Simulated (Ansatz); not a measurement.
# BHLYP/6-31G(d) (spherical functions) run of CH5BClNO (SMILES NB(Cl)CO)

Aim: the vertical ionisation energy of CH5BClNO at BHLYP/6-31G* (spherical functions), from 2 runs. 

The calculation is run with Ansatz 0.2.0.

141 further runs of the same task are left out: 141 set aside as unsound or not needed.

## Step 1: The molecule

CH5BClNO has 10 atoms, charge 0, and is taken as a singlet. As SMILES, `NB(Cl)CO`. The coordinates come from a PBE0-D4/def2-TZVP relaxation. This is a higher conformer, about 10 kJ/mol above the lowest found by a separate search.

Bond lengths: N1–B2 1.386 Å, B2–Cl3 1.784 Å, B2–C4 1.577 Å, C4–O5 1.413 Å, N1–H6 1.005 Å, N1–H7 1.006 Å, C4–H8 1.096 Å, C4–H9 1.105 Å, O5–H10 0.962 Å. Some angles: N1–B2–Cl3 118.3°, N1–B2–C4 123.5°, Cl3–B2–C4 118.2°, B2–C4–O5 116.0°, B2–N1–H6 123.2°, B2–N1–H7 122.4°, B2–C4–H8 109.8°, B2–C4–H9 107.4°, O5–C4–H8 107.3°, O5–C4–H9 110.4°.

## Step 2: The energy at BHLYP/6-31G(d) (spherical functions)

The input, input.yaml:

```yaml
crystal:
  periodic: [false, false, false]
  atoms:
    - {symbol: N, position_ang: [-1.481300, 0.770100, 0.263800]}
    - {symbol: B, position_ang: [-0.131200, 0.458300, 0.272600]}
    - {symbol: Cl, position_ang: [0.978400, 1.531400, 1.166200]}
    - {symbol: C, position_ang: [0.484800, -0.764800, -0.509200]}
    - {symbol: O, position_ang: [1.724500, -1.243900, -0.030200]}
    - {symbol: H, position_ang: [-1.860400, 1.585400, 0.713900]}
    - {symbol: H, position_ang: [-2.164100, 0.196600, -0.201200]}
    - {symbol: H, position_ang: [-0.217400, -1.606600, -0.495200]}
    - {symbol: H, position_ang: [0.570000, -0.469000, -1.570200]}
    - {symbol: H, position_ang: [2.179800, -0.508700, 0.392200]}
basis:
  gaussian: {orbitals: 6-31G_st_-spherical.json}
output: {orbitals: {seedname: orbitals}}
hamiltonian: {xc: {name: BHLYP}}
accuracy: high
```

The basis set 6-31G* is read from a file made from the Basis Set Exchange's data (not shown).

Command:

```bash
$ ansatz run input.yaml --threads 1 --pin off --max-ram 3480MiB --events-out events.jsonl --progress --plain --runs-dir runs
```

The log of the run:

```text
Warning: RAYON_NUM_THREADS=1 ignored (pool sized by the plan → 1); use --threads N
Functional definition: BHLYP
  name "BHLYP"
  parameter a = 0.5
  exchange = (1 - a)*b88_x + a*exact_x
  correlation = lyp_c
1985 factors; integrals over basis functions are off by at most 4.5e-9 eV
mean field evaluation 1: about -17848.1210 eV, gradient 5.0e1 eV
mean field evaluation 2: about -17848.5914 eV, gradient 4.8e1 eV
mean field evaluation 4: about -17852.9754 eV, gradient 1.4e0 eV
mean field evaluation 8: about -17853.0319 eV, gradient 5.2e-2 eV
mean field evaluation 16: about -17853.0319 eV, gradient 5.3e-6 eV
mean field -17853.03189891 eV, -656.0868210653 hartree, gradient 4.6e-8 eV, S^2 0.000000; 0 other end points of the search recorded, 0 dependent functions left out
reference -17853.03192361 eV, -656.0868219730 hartree; 24, 24 occupied and 60, 60 virtual orbitals, 1985 factors
Total energy: -17853.03192361 eV, -656.0868219730 hartree
```

It took 6.9 s on 1 thread of Arm Neoverse V2, shared host; peak memory 0.29 GiB.

## Step 3: The doublet cation, same level

The input, molecule.yaml:

```yaml
basis:
  gaussian:
    orbitals: 6-31G_st_-spherical.json
crystal:
  periodic: [false, false, false]
  atoms:
    - {symbol: "N", position_ang: [-1.481300, 0.770100, 0.263800]}
    - {symbol: B, position_ang: [-0.131200, 0.458300, 0.272600]}
    - {symbol: Cl, position_ang: [0.978400, 1.531400, 1.166200]}
    - {symbol: C, position_ang: [0.484800, -0.764800, -0.509200]}
    - {symbol: O, position_ang: [1.724500, -1.243900, -0.030200]}
    - {symbol: H, position_ang: [-1.860400, 1.585400, 0.713900]}
    - {symbol: H, position_ang: [-2.164100, 0.196600, -0.201200]}
    - {symbol: H, position_ang: [-0.217400, -1.606600, -0.495200]}
    - {symbol: H, position_ang: [0.570000, -0.469000, -1.570200]}
    - {symbol: H, position_ang: [2.179800, -0.508700, 0.392200]}
total_charge: 1
magnetization:
  spin_polarized: true
  initial_magnetization: 1
hamiltonian:
  xc: {name: BHLYP}
accuracy: high
output:
  orbitals: {seedname: orbitals}
```

The basis set 6-31G* is read from a file made from the Basis Set Exchange's data (not shown).

Command:

```bash
$ ansatz run molecule.yaml --threads 1 --pin off --max-ram 3480MiB --events-out events.jsonl --progress --plain --runs-dir runs
```

The log of the run:

```text
Warning: RAYON_NUM_THREADS=1 ignored (pool sized by the plan → 1); use --threads N
[... 5 set-up lines as earlier in the session ...]
1983 factors; integrals over basis functions are off by at most 4.5e-9 eV
mean field evaluation 1: about -17831.3092 eV, gradient 5.1e1 eV
mean field evaluation 2: about -17821.6323 eV, gradient 7.1e1 eV
mean field evaluation 4: about -17842.1281 eV, gradient 1.1e1 eV
mean field evaluation 8: about -17842.9137 eV, gradient 1.8e0 eV
mean field evaluation 16: about -17843.0282 eV, gradient 1.1e-1 eV
mean field evaluation 32: about -17843.0283 eV, gradient 1.9e-5 eV
mean field -17843.02833938 eV, -655.7191970331 hartree, gradient 8.3e-8 eV, S^2 0.757331; 4 other end points of the search recorded, 0 dependent functions left out
reference -17843.02836316 eV, -655.7191979071 hartree; 24, 23 occupied and 60, 61 virtual orbitals, 1983 factors
Total energy: -17843.02836316 eV, -655.7191979071 hartree
```

Run time: 18 s. Hardware: 1 thread of Arm Neoverse V2, shared host; peak memory 0.42 GiB.

## Step 4: What came out

At BHLYP/6-31G* (spherical functions):

```
                                          quantity          value
                    singlet CH5BClNO: total energy  -656.08682 Eh
                     singlet CH5BClNO: HOMO energy       -8.89 eV
                     singlet CH5BClNO: LUMO energy        1.78 eV
                   singlet CH5BClNO: HOMO–LUMO gap       10.67 eV
                      doublet cation: total energy  -655.71920 Eh
doublet cation: HOMO energy (highest over α and β)      -14.43 eV
 doublet cation: LUMO energy (lowest over α and β)      -11.13 eV
                              doublet cation: ⟨S²⟩          0.757
vertical ionisation energy (to the doublet cation)      10.004 eV
```

**Reading.** Removing an electron at fixed nuclei costs 10.00 eV (231 kcal/mol). The negative HOMO energy of the first species, 8.89 eV, lies 1.11 eV below that difference.
